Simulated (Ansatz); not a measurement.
# C3N4: the cost of one run

Program: the Python package of Ansatz 0.2.0. Level of theory: DFT LDA, plane waves, PAW. These are calculated values, not measurements.

## Step 1: The system

Symmetry: P-43m, No. 215, cubic system. Conventional cell: a = 3.457 Å, b = 3.457 Å, c = 3.457 Å, α = 90.00°, β = 90.00°, γ = 90.00°. C (site symmetry -42m) is surrounded by 4 N at 1.49 Å. N (site symmetry 3m) is surrounded by 3 C at 1.49 Å.

The script holds or builds the structure itself.

## Step 2: Script

mass_c3n4.py reads:

```python
# -*- coding: utf-8 -*-
'''Band curvature masses of C3N4.'''

import warnings

import ansatz as az
import numpy as np


def main():
    warnings.simplefilter('ignore', az.DeckWarning)

    vectors = np.array([
        [3.45676, 0.0, 0.0],
        [0.0, 3.45676, 0.0],
        [0.0, 0.0, 3.45676],
    ])
    structure = (
        az.Lattice.of(vectors)
        .atom('C', [0.0, 0.0, 0.5])
        .atom('C', [0.5, 0.0, 0.0])
        .atom('C', [0.0, 0.5, 0.0])
        .atom('N', [0.24569, 0.24569, 0.75431])
        .atom('N', [0.75431, 0.75431, 0.75431])
        .atom('N', [0.24569, 0.75431, 0.24569])
        .atom('N', [0.75431, 0.24569, 0.24569])
    )

    job = structure.calculation().functional('lda').kpoints(6, 6, 6).basis(510).occupations('fixed')
    # step 1: where the edges lie on the mesh
    out = job.band_table().run()
    report = out.report
    levels = np.array(report['eigenvalues_ev'])
    filled = round(report['n_electrons'] / 2)
    edges = {'top filled band': (filled - 1, levels[:, filled - 1].argmax()), 'lowest empty band': (filled, levels[:, filled].argmin())}
    gap = levels[:, filled].min() - levels[:, filled - 1].max()
    print(f'gap on the mesh {gap:.3f} eV')
    if gap <= 0.05:
        print('no gap: band-edge masses have no meaning here')
        edges = {}
    reciprocal = 2 * np.pi * np.linalg.inv(out.lattice.cell_ang).T
    step = 0.02  # 1/A

    # second differences give the curvature tensor; masses are hbar^2/m_e = 7.61996 eV A^2 over its eigenvalues
    pairs = [(0, 1), (0, 2), (1, 2)]
    moves = [sign * axis for axis in np.eye(3) for sign in (-1, 1)]
    moves += [s1 * np.eye(3)[i] + s2 * np.eye(3)[j] for i, j in pairs for s1 in (1, -1) for s2 in (1, -1)]
    for name, (band, index) in edges.items():
        together = int(np.sum(np.abs(levels[index] - levels[index, band]) < 2e-3))
        print(name, 'at k =', np.round(report['kpoints_frac'][index], 4), f'E = {levels[index, band]:.4f} eV, degeneracy {together}')
        centre = np.array(report['kpoints_frac'][index]) @ reciprocal
        points = [centre] + [centre + step * move for move in moves]
        table = job.band_structure(points, intervals=1, cartesian=True).run().band_structure().channels[0].eigenvalues_ev
        if together > 1:
            level = np.flatnonzero(np.abs(levels[index] - levels[index, band]) < 2e-3)
            along = (table[1, level] + table[2, level] - 2 * table[0, level]) / step ** 2
            print('  degenerate level, no single mass tensor; masses of its branches along x:', np.round(7.61996 / along, 3), 'm_e')
            continue
        e = table[:, band]
        hessian = np.diag((e[1:7:2] + e[2:7:2] - 2 * e[0]) / step ** 2)
        for (i, j), (pp, pm, mp, mm) in zip(pairs, e[7:].reshape(3, 4)):
            hessian[i, j] = hessian[j, i] = (pp - pm - mp + mm) / (4 * step ** 2)
        curvatures, axes = np.linalg.eigh(hessian)
        slope = (e[2:7:2] - e[1:7:2]) / (2 * step)
        print('  slope (eV A):', np.round(slope, 3) + 0.0, '' if np.abs(slope).max() < 0.05 else '- no extremum here, so these are local curvatures and no band-edge masses')
        for curvature, axis in zip(curvatures, axes.T):
            print(f'  principal mass {7.61996 / curvature:8.3f} m_e along', np.round(axis, 2) + 0.0)


if __name__ == '__main__':
    main()
```

## Step 3: What the engine is handed

The engine receives this input (first run):

```yaml
crystal:
  lattice:
    - [3.45676, 0.0, 0.0]
    - [0.0, 3.45676, 0.0]
    - [0.0, 0.0, 3.45676]
  atoms:
    - { symbol: C, position: [0.0, 0.0, 0.5] }
    - { symbol: C, position: [0.5, 0.0, 0.0] }
    - { symbol: C, position: [0.0, 0.5, 0.0] }
    - { symbol: "N", position: [0.24569, 0.24569, 0.75431] }
    - { symbol: "N", position: [0.75431, 0.75431, 0.75431] }
    - { symbol: "N", position: [0.24569, 0.75431, 0.24569] }
    - { symbol: "N", position: [0.75431, 0.24569, 0.24569] }
basis:
  ecutwfc: 510.0
kpoints:
  mp_grid:
    grid: [6, 6, 6]
hamiltonian:
  xc: lda
scf:
  occupations:
    method: fixed
output:
  eigenvalues: true
```

## Step 4: The run

The run is started by

```sh
$ python mass_c3n4.py
```

What time and memory should one allow on 1 thread of Arm Neoverse V2, shared host?

About 8.7 s, with a peak of 0.37 GiB.
